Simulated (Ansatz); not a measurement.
Consider an equation of state with a fit of N, space group P4_2/mnm (Ansatz 0.2.0 through its Python package).

The script, `run_eos.py`:
```python
'''Equation of state of N.'''

import ansatz as az
import numpy as np

VECTORS = np.array([
    [4.08406197, 0.0, 0.0],
    [0.0, 4.08406197, 0.0],
    [0.0, 0.0, 5.34591325],
])
SITES = [
    ('N', (0.9042752, 0.9042752, 0.0)),
    ('N', (0.5957248, 0.4042752, 0.5)),
    ('N', (0.0957248, 0.0957248, 0.0)),
    ('N', (0.4042752, 0.5957248, 0.5)),
]


def build(cell):
    crystal = az.Crystal(lattice=az.Lattice.of(cell))
    for symbol, position in SITES:
        crystal = crystal.atom(symbol, position)
    return crystal


def main() -> None:
    # scale the volume, keep shape and fractions
    volumes, energies, pressures = [], [], []
    for scale in np.linspace(0.94, 1.06, 7):
        cell = VECTORS * scale ** (1 / 3)
        base = (
            build(cell).calculation()
            .functional('r2scan', dispersion='d3bjatm')
            .pseudopotentials('paw')
            .occupations(az.OccupationsMethod.FIXED)
            .basis(600)
            .kpoints(4, 4, 3)
            .stress()
        )
        report = base.run().report
        volumes.append(abs(np.linalg.det(cell)) / len(SITES))
        energies.append(report['free_energy_ev'] / len(SITES))
        pressures.append(np.trace(report['stress_gpa']) / 3)
        print(f'V = {volumes[-1]:8.4f} A^3/atom  F = {energies[-1]:.5f} eV/atom  P = {pressures[-1]:8.3f} GPa')

    # third-order Birch-Murnaghan: a cubic in V^(-2/3)
    x = np.array(volumes) ** (-2 / 3)
    poly = np.polynomial.Polynomial.fit(x, energies, 3).convert()
    roots = poly.deriv().roots()
    x0 = min((r.real for r in roots if abs(r.imag) < 1e-9 and poly.deriv(2)(r.real) > 0), key=lambda r: abs(r - x.mean()))
    v0 = x0 ** -1.5
    b0 = 4 / 9 * poly.deriv(2)(x0) * v0 ** (-7 / 3) * 160.21766
    b1 = 4 + 2 / 3 * x0 * poly.deriv(3)(x0) / poly.deriv(2)(x0)
    print(f'V0 = {v0:.4f} A^3/atom, B0 = {b0:.1f} GPa, dB/dP = {b1:.2f}')


if __name__ == '__main__':
    main()
```

Estimate the equilibrium volume and the bulk modulus.

A third-order Birch-Murnaghan fit through the 7 points has its minimum at 21.51 Å³ an atom, 3.5 % below the typed cell, with a bulk modulus of 76 GPa and dB/dP = 3.7. From that minimum the energy rises by 3.6 meV an atom on the compressed side and 42.6 meV on the expanded side. The window is off centre, so dB/dP is rough.

The output:

```console
$ python run_eos.py
V =  20.9544 A^3/atom  F = -384.85379 eV/atom  P =    2.100 GPa
V =  21.4002 A^3/atom  F = -384.85725 eV/atom  P =    0.406 GPa
V =  21.8460 A^3/atom  F = -384.85621 eV/atom  P =   -1.133 GPa
V =  22.2919 A^3/atom  F = -384.85107 eV/atom  P =   -2.531 GPa
V =  22.7377 A^3/atom  F = -384.84223 eV/atom  P =   -3.800 GPa
V =  23.1835 A^3/atom  F = -384.83002 eV/atom  P =   -4.953 GPa
V =  23.6294 A^3/atom  F = -384.81477 eV/atom  P =   -6.002 GPa
V0 = 21.5138 A^3/atom, B0 = 76.1 GPa, dB/dP = 3.72
```

Caveats:
- Total energies depend on the potentials; only differences at equal settings carry meaning.
- Shape and fractional positions are held along the curve, so the bulk modulus is an upper value where they are free to relax, by a factor of two or more in layered or hydrogen-bonded cells.
- No spin polarisation was allowed.
- Pressure is positive in compression.
- This isn't the structure that N takes at ambient conditions.

(Lines on the test bed's own set-up are left out of the output.)
